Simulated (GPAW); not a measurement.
The system is GeW.

```
CELL_PARAMETERS angstrom
0.00000 2.57761 2.57761
2.57761 0.00000 2.57761
2.57761 2.57761 0.00000
ATOMIC_POSITIONS crystal
Ge 0.50000 0.50000 0.50000
W 0.00000 0.00000 0.00000
```

The cell was built by a generator and needn't be a form met in nature.

```yaml
Program: GPAW 26.7.0
Task: relaxation of cell and atoms
Functional: LDA
Potentials_or_basis: the program's PAW data sets (release 1.2.1) made for this functional
Cutoff: 600 eV
Basis: pw
k_mesh: 8 × 8 × 8
Occupations: fermi-dirac, width 0.05 eV
Spin: no spin polarisation
```

At the start: pressure -9.3 GPa; volume 17.13 Å³/atom.

Where does the relaxation end?

Over 4 steps the energy falls by 27.1 meV/atom and the volume is 16.24 Å³/atom (-5.2 %); space group Fm-3m (No. 225, to 0.05 Å).

Step by step:
```csv
step,energy change (eV),largest force (eV/Å),pressure (GPa),volume (Å³)
1,0.0000,0.0000,-9.33,34.25
2,-0.0345,0.0000,-5.84,33.53
3,-0.0540,0.0000,0.44,32.41
4,-0.0541,0.0000,-0.02,32.49
```

Final structure:
```
Ge W
1.0
     0.00000    2.53253    2.53253
     2.53253    0.00000    2.53253
     2.53253    2.53253    0.00000
Ge W
1 1
Cartesian
  2.5325 2.5325 2.5325
  0.0000 0.0000 0.0000
```

Caveat: later steps reuse the first step's grids.
